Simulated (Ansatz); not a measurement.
# MnS3: the cost of one run

Program: Ansatz 0.2.0. Level of theory: DFT PBE, scalar-relativistic, plane waves, PAW. These are calculated values, not measurements.

### 1 Starting point

The structure is hexagonal, space group P6_3/mmc (No. 194). The conventional cell has a = 6.057 Å, b = 6.057 Å, c = 4.862 Å, α = 90.00°, β = 90.00°, γ = 120.00°. Mn (site symmetry -6m2) is surrounded by 12 S at 2.99 to 3.03 Å. S (site symmetry mm2) has 4 Mn at 2.99 to 3.03 Å and 8 S at 3.00 to 3.03 Å as nearest neighbours.

Structure file:

```
CELL_PARAMETERS angstrom
6.05747 0.00000 0.00000
-3.02873 5.24592 0.00000
0.00000 0.00000 4.86205
ATOMIC_POSITIONS crystal
Mn 0.33333 0.66667 0.25000
Mn 0.66667 0.33333 0.75000
S 0.83300 0.66600 0.25000
S 0.16700 0.83300 0.75000
S 0.33400 0.16700 0.25000
S 0.16700 0.33400 0.75000
S 0.83300 0.16700 0.25000
S 0.66600 0.83300 0.75000
```

This is candidate A: Ni3Sn (D0_19) type (P6_3/mmc, No. 194).

(A quick probe on a coarse mesh, which set the mesh and smearing, is not shown.)

### 3 A loose first relaxation (candidate A)

Contents of input.yaml:

```yaml
crystal:
  lattice:
    - [6.0574691651, 0.0, 0.0]
    - [-3.0287345826, 5.2459221796, 0.0]
    - [0.0, 0.0, 4.8620536259]
  atoms:
    - { symbol: Mn, position: [0.3333333333, 0.6666666667, 0.25], spin: 4.83 }
    - { symbol: Mn, position: [0.6666666667, 0.3333333333, 0.75], spin: 4.83 }
    - { symbol: S, position: [0.833, 0.666, 0.25], spin: -0.12 }
    - { symbol: S, position: [0.167, 0.833, 0.75], spin: -0.12 }
    - { symbol: S, position: [0.334, 0.167, 0.25], spin: -0.12 }
    - { symbol: S, position: [0.167, 0.334, 0.75], spin: -0.12 }
    - { symbol: S, position: [0.833, 0.167, 0.25], spin: -0.12 }
    - { symbol: S, position: [0.666, 0.833, 0.75], spin: -0.12 }
basis:
  ecutwfc: 420
kpoints:
  mp_grid: { grid: [3, 3, 4] }
hamiltonian:
  xc: pbe
scf:
  occupations: { method: gaussian, width: 0.1 }
  lower_state_search: "off"
output:
  forces: true
  stress: true
  eigenvalues: true
  populations: true
magnetization:
  spin_polarized: true
relax:
  adjacent_minimum: "off"
  f_tol: 0.04
  max_steps: 70
  cell: { stress_tol: 0.4 }
```

On the command line:

```sh
$ ansatz run input.yaml --threads 1 --pin off --max-ram 2560MiB --backend cpu --events-out ev --progress --plain --runs-dir out
```

What time and memory should one allow on 1 thread of Arm Neoverse V2, shared host?

About 7.4 min, with a peak of 0.56 GiB.
